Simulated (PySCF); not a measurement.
**RbP (triplet) with other numerical set-ups**

The method stays; parts of the set-up, such as the basis or the Hamiltonian, are changed.

Computed with PySCF 2.14.0. Level: method and basis as typed in the scripts.

4 further runs of the same task are left out: 2 for a known fault of the program, 2 that didn't finish.

### 1 Where the work starts

RbP (triplet): 2 atoms, charge 0, spin multiplicity 3.

Bond lengths: Rb1–P2 2.969 Å.

### 2 The base run

Input file input.py:

```python
from pyscf import gto, scf, tdscf

mol = gto.M(
    atom='Rb 0 0 0; P 0 0 2.969',
    basis='lanl2dz',
    ecp={'Rb': 'lanl2dz', 'P': 'lanl2dz'},
    charge=0,
    spin=2,
    verbose=3,
)
mf = scf.UHF(mol)
mf.kernel()
td = tdscf.TDA(mf)
td.nstates = 8
td.kernel()
td.analyze(verbose=3)
mf.dip_moment()
print('orbital energies (hartree):', [e[max(0, n-3):n+3].round(4) for e, n in zip(mf.mo_energy, mol.nelec)])
```

Run with:

```console
OMP_NUM_THREADS=1 python input.py
```

Its log is not repeated here.

It gives: E(SCF) = -29.879288 Eh, ⟨S²⟩ = 2.506, μ = 3.72 D, excitations 0.42, 0.42, 0.92, 1.96, 1.96 eV.

⟨S²⟩ = 2.51 against 2.00 for a pure state: the determinant is spin-contaminated. The bond length is a typed value, not an optimised one. The triplet is typed in the script; nothing here shows that it is the ground state.

### 3 Cartesian functions on

Variant 1 changes Cartesian functions: off → on.

Input file input.py:

```python
from pyscf import gto, scf, tdscf

mol = gto.M(
    atom='Rb 0 0 0; P 0 0 2.969',
    basis='lanl2dz',
    ecp={'Rb': 'lanl2dz', 'P': 'lanl2dz'},
    charge=0,
    spin=2,
    cart=True,
    verbose=3,
)
mf = scf.UHF(mol)
mf.kernel()
td = tdscf.TDA(mf)
td.nstates = 8
td.kernel()
td.analyze(verbose=3)
mf.dip_moment()
print('orbital energies (hartree):', [e[max(0, n-3):n+3].round(4) for e, n in zip(mf.mo_energy, mol.nelec)])
```

Run with:

```console
OMP_NUM_THREADS=1 python input.py
```

### 4 Def2-svpd

Variant 2 changes basis set: lanl2dz → def2-svpd. The core potential changes with it: totals don't compare.

input.py, as its differences from that of step 2:

```diff
@@ -4,4 +4,4 @@
     atom='Rb 0 0 0; P 0 0 2.969',
-    basis='lanl2dz',
-    ecp={'Rb': 'lanl2dz', 'P': 'lanl2dz'},
+    basis='def2-svpd',
+    ecp={'Rb': 'def2-svpd'},
     charge=0,
```

### 5 Jorge-dzp (core potential off)

Variant 3 changes basis set: lanl2dz → jorge-dzp; core potential: on → off. The core potential changes with it: totals don't compare.

input.py, as its differences from that of step 2:

```diff
@@ -4,4 +4,3 @@
     atom='Rb 0 0 0; P 0 0 2.969',
-    basis='lanl2dz',
-    ecp={'Rb': 'lanl2dz', 'P': 'lanl2dz'},
+    basis='jorge-dzp',
     charge=0,
@@ -15,3 +14,3 @@
 td.kernel()
-td.analyze(verbose=3)
+td.analyze()
 mf.dip_moment()
```

### 6 Sbkjc

Variant 4 changes basis set: lanl2dz → sbkjc. The core potential changes with it: totals don't compare.

input.py, as its differences from that of step 2:

```diff
@@ -4,4 +4,4 @@
     atom='Rb 0 0 0; P 0 0 2.969',
-    basis='lanl2dz',
-    ecp={'Rb': 'lanl2dz', 'P': 'lanl2dz'},
+    basis='sbkjc',
+    ecp={'Rb': 'sbkjc', 'P': 'sbkjc'},
     charge=0,
```

### 7 Ano-rcc-vdzp (core potential off, X2C on)

Variant 5 changes basis set: lanl2dz → ano-rcc-vdzp; core potential: on → off; spin-free X2C: off → on. The core potential changes with it: totals don't compare.

Input file input.py:

```python
from pyscf import gto, scf, tdscf

mol = gto.M(
    atom='Rb 0 0 0; P 0 0 2.969',
    basis='ano-rcc-vdzp',
    charge=0,
    spin=2,
    verbose=3,
)
mf = scf.UHF(mol)
mf = mf.sfx2c1e()
mf.kernel()
td = tdscf.TDA(mf)
td.nstates = 8
td.kernel()
td.analyze()
mf.dip_moment()
print('orbital energies (hartree):', [e[max(0, n-3):n+3].round(4) for e, n in zip(mf.mo_energy, mol.nelec)])
```

Before running it: what results should come out? Wanted: for each run, E(SCF); from base; gap, α spin; SCF dipole; after the SCF.

**Answer**, as computed:

```
                                      run  E(SCF) (hartree)  from base (eV)  gap, α spin (eV)  SCF dipole (D)  functions              after the SCF
                                     base        -29.879288               0               n/a            3.72         20  lowest root found 0.42 eV
                   Cartesian functions on        -29.879288          0.0000               n/a            3.72        n/a  lowest root found 0.42 eV
                                def2-svpd       -364.399810  not comparable               n/a           10.04         51  lowest root found 0.40 eV
           jorge-dzp (core potential off)      -3278.763909  not comparable              5.99           10.75         60  lowest root found 0.47 eV
                                    sbkjc         -6.460846  not comparable               n/a            8.43         16  lowest root found 0.24 eV
ano-rcc-vdzp (core potential off, X2C on)      -3320.604434  not comparable              6.27           11.15         49  lowest root found 0.47 eV
```

**Reading.** The SCF energy stays the same, to the digits that matter, with Cartesian functions on. The dearest run is “ano-rcc-vdzp (core potential off, X2C on)”, at 5.7 s against 0.87 s.
